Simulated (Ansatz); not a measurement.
# H5NOSi2: the cost of one run

Method: RKS BLYP-D4/def2-SVP, in Ansatz 0.2.0.

## Step 1: The starting structure

Bond lengths: N1–Si2 1.664 Å, Si2–O3 1.635 Å, O3–Si4 1.693 Å, N1–H5 0.991 Å, N1–H6 1.017 Å, Si4–H7 1.527 Å, Si4–H8 1.461 Å, Si4–H9 1.490 Å. Angles: N1–Si2–O3 101.4°, Si2–N1–H5 114.2°, Si2–N1–H6 112.1°, H5–N1–H6 105.3°, Si2–O3–Si4 139.9°, O3–Si4–H7 105.0°, O3–Si4–H8 110.7°, O3–Si4–H9 110.5°, H7–Si4–H8 109.7°, H7–Si4–H9 106.7°, H8–Si4–H9 113.9°.

Coordinates:

```xyz
9

N    -0.8457    2.1570   -0.8335
Si   -0.9433    1.1436    0.4827
O     0.0051   -0.0993    0.0040
Si    0.6659   -1.5335    0.6152
H     0.0751    2.4503   -1.0536
H    -1.1976    1.7179   -1.6806
H    -0.5356   -2.4273    0.9145
H     1.5190   -2.1745   -0.3827
H     1.3456   -1.2804    1.9169
```

## Step 2: End point A

File input.yaml:

```yaml
crystal:
  periodic: [false, false, false]
  atoms:
    - { symbol: "N", position_ang: [-0.8457, 2.157, -0.8335] }
    - { symbol: Si, position_ang: [-0.9433, 1.1436, 0.4827] }
    - { symbol: O, position_ang: [0.0051, -0.0993, 0.004] }
    - { symbol: Si, position_ang: [0.6659, -1.5335, 0.6152] }
    - { symbol: H, position_ang: [0.0751, 2.4503, -1.0536] }
    - { symbol: H, position_ang: [-1.1976, 1.7179, -1.6806] }
    - { symbol: H, position_ang: [-0.5356, -2.4273, 0.9145] }
    - { symbol: H, position_ang: [1.519, -2.1745, -0.3827] }
    - { symbol: H, position_ang: [1.3456, -1.2804, 1.9169] }
basis:
  gaussian: { orbitals: def2-SVP }
hamiltonian:
  xc: blyp
  dispersion: d4
relax:
  f_tol: 0.015
  max_steps: 40
output:
  orbitals: {}
```

Launch:

```bash
$ ansatz run input.yaml --threads 1 --pin off --max-ram 2048MiB --backend cpu --events-out ev --progress --plain --runs-dir out
```

**Question.** How long does this run take on 1 thread of Arm Neoverse V2, shared host, and how much memory does it need?

About 36 s, with a peak of 0.12 GiB.
